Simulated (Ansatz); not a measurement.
# SrReP2: the cost of one run

Method: DFT PBE, scalar-relativistic, plane waves, PAW, in Ansatz 0.2.0.

## Step 1: The starting structure

The structure is hexagonal, space group P-6m2 (No. 187). The conventional cell has a = 3.192 Å, b = 3.192 Å, c = 8.687 Å, α = 90.00°, β = 90.00°, γ = 120.00°. Sr (site symmetry -6m2) has 2 P at 2.81 Å and 6 Sr at 3.19 Å as nearest neighbours. Around Re (site symmetry -6m2) lie 6 P at 2.40 Å. P (site symmetry 3m) is surrounded by 3 Re at 2.40 Å and 1 Sr at 2.81 Å.

Coordinates:

```xyz
4
Lattice="3.1920 0.0000 0.0000 -1.5960 2.7644 0.0000 0.0000 0.0000 8.6869" Properties=species:S:1:pos:R:3 pbc="T T T"
Sr    0.0000    0.0000    4.3434
Re    1.5960    0.9215    0.0000
P     0.0000    0.0000    7.1494
P     0.0000    0.0000    1.5374
```

A structure generator made this guess: close-packed anion layers stacked AA|A, with sites between them filled layer by layer (P-6m2, No. 187). Lengths come from tabulated atomic sizes and are only a guess.

## Step 2: A first look at the guess

File input.yaml:

```yaml
crystal:
  lattice:
    - [3.192, 0.0, 0.0]
    - [-1.596, 2.76435309, 0.0]
    - [0.0, 0.0, 8.68687366]
  atoms:
    - { symbol: Sr, position: [0.0, 0.0, 0.5] }
    - { symbol: Re, position: [0.66666667, 0.33333333, 0.0] }
    - { symbol: P, position: [0.0, 0.0, 0.82301609] }
    - { symbol: P, position: [0.0, 0.0, 0.17698391] }
basis:
  ecutwfc: 420
kpoints:
  mp_grid: { grid: [6, 6, 2] }
hamiltonian:
  xc: pbe
scf:
  occupations: { method: gaussian, width: 0.1 }
  lower_state_search: "off"
output:
  forces: true
  stress: true
  eigenvalues: true
```

Run with:

```bash
ansatz run input.yaml --threads 1 --pin off --max-ram 2048MiB --backend cpu --events-out ev --progress --plain --runs-dir out
```

What time and memory should one allow on 1 thread of Arm Neoverse V2, shared host?

About 2.5 s, with a peak of 0.33 GiB.
